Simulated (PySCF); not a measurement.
# C4H12Ga ([GaMe4]-): the cost of one run

The runs use PySCF 2.14.0, with density-fitted response routines of our own; the level of theory stands in each step. All values are computed, except where a source is named. Atoms count from 0, in the outputs and in this text.

**1. The molecule as given**

17 atoms, charge -1, multiplicity 1; geometry from: GFN1-xTB. The atoms were then displaced at random by about 0.03 Å, so the start is not that level's minimum.

Bonds of the start (Å): Ga0–C1 2.09, Ga0–C5 2.05, Ga0–C9 2.19, Ga0–C13 2.09, C1–H2 1.13, C1–H3 1.18, C1–H4 1.10, C5–H6 1.10, C5–H7 1.13, C5–H8 1.12, C9–H10 1.10, C9–H11 1.11, C9–H12 1.17, C13–H14 1.06, C13–H15 1.10, C13–H16 1.12.

**2. Geometry optimisation at PBE0-D3(BJ)/def2-SVP**

Job settings and geometry (Å):

```
{"job": {"xc": "PBE0", "basis": "def2-SVP", "d3": "d3bj", "grid": 1, "maxiter": 40, "shake": 0.03, "kind": "geom"}, "charge": -1, "multiplicity": 1}
Ga     0.062090    -0.076810     0.011960
C     -0.019830    -0.028020     2.099220
H     -1.073580     0.051810     2.507700
H      0.664800     0.824500     2.534160
H      0.424930    -0.948560     2.501080
C      1.973980     0.019350    -0.710010
H      2.086190    -0.107030    -1.794180
H      2.638880    -0.794930    -0.301800
H      2.521870     0.946470    -0.402130
C     -0.999600     1.717100    -0.658820
H     -0.941080     1.854230    -1.750100
H     -0.584350     2.654280    -0.224820
H     -2.153020     1.751830    -0.496020
C     -1.040190    -1.707000    -0.693020
H     -2.006590    -1.876190    -0.282450
H     -0.453600    -2.605880    -0.470650
H     -1.129430    -1.675760    -1.809870
```

On the command line:

```
$ OMP_NUM_THREADS=1 python probes_run.py task.json out
```

This one command runs all jobs of the session in turn.

**Question.** How long does this first job take on 1 thread of Arm Neoverse V2, shared host, and how much memory does it need?

About 69 s, with a peak of 0.57 GiB.
